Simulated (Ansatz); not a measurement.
# CH3AgO: the cost of one run

Program: Ansatz 0.2.0. Level of theory: RKS r2SCAN-D4/def2-TZVP. These are calculated values, not measurements.

### 1 Starting geometry

SMILES `C[O][Ag]`, 6 atoms, charge 0, spin multiplicity 1.

Atoms are counted from 1 here; the program's logs count them from 0.

Bond lengths: C1–O2 1.394 Å, C1–H4 1.121 Å, C1–H5 1.120 Å, C1–H6 1.121 Å, O2–Ag3 2.036 Å. Angles: O2–C1–H4 115.0°, O2–C1–H5 107.3°, O2–C1–H6 115.0°, H4–C1–H5 105.8°, H4–C1–H6 107.2°, H5–C1–H6 105.8°, C1–O2–Ag3 119.5°.

Geometry (Å):

```mol
CH3AgO
  3D, bonds by distance, orders not assigned

  6  5  0  0  0  0  0  0  0  0999 V2000
   -0.4021    0.1962   -0.2063 C   0  0
    0.9186   -0.2020   -0.4045 O   0  0
    1.9493   -1.0556    1.1299 Ag  0  0
   -1.1148   -0.6338    0.0375 H   0  0
   -0.7647    0.6373   -1.1704 H   0  0
   -0.5444    0.9938    0.5678 H   0  0
  1  2  8  0
  1  4  8  0
  1  5  8  0
  1  6  8  0
  2  3  8  0
M  END
```

This geometry comes from a loose relaxation at PBE in a small basis, which is not shown.

### 3 Setting up the map

First coordinate, angle H5–C1–O2: 9 values from 82.2 to 132.2 °. Second coordinate, angle H6–C1–O2: 9 values from 88.7 to 138.7 °.

Nothing else is relaxed (all other coordinates rigid). Energies count from the relaxed molecule at the same level.

(The set-up runs are not shown.)

### 4 Grid point angle H5–C1–O2 = 107.2°, angle H6–C1–O2 = 126.2°

The input, input.yaml:

```yaml
crystal:
  periodic: [false, false, false]
  atoms:
    - { symbol: C, position_ang: [-0.405868, 0.198611, -0.208714] }
    - { symbol: O, position_ang: [0.920099, -0.196681, -0.416168] }
    - { symbol: Ag, position_ang: [1.900071, -1.038725, 1.124441] }
    - { symbol: H, position_ang: [-1.082407, -0.633282, 0.043404] }
    - { symbol: H, position_ang: [-0.768289, 0.632067, -1.154306] }
    - { symbol: H, position_ang: [-0.75393, 0.955407, 0.511989] }
basis:
  gaussian: { orbitals: def2-TZVP }
hamiltonian:
  xc: r2scan
  dispersion: d4
output:
  forces: true
```

On the command line:

```
> ansatz run input.yaml --threads 1 --pin off --max-ram 2560MiB --backend cpu --events-out ev --progress --plain --runs-dir out
```

What time and memory should one allow on 1 thread of Arm Neoverse V1, shared host?

About 6.2 s, with a peak of 0.14 GiB.
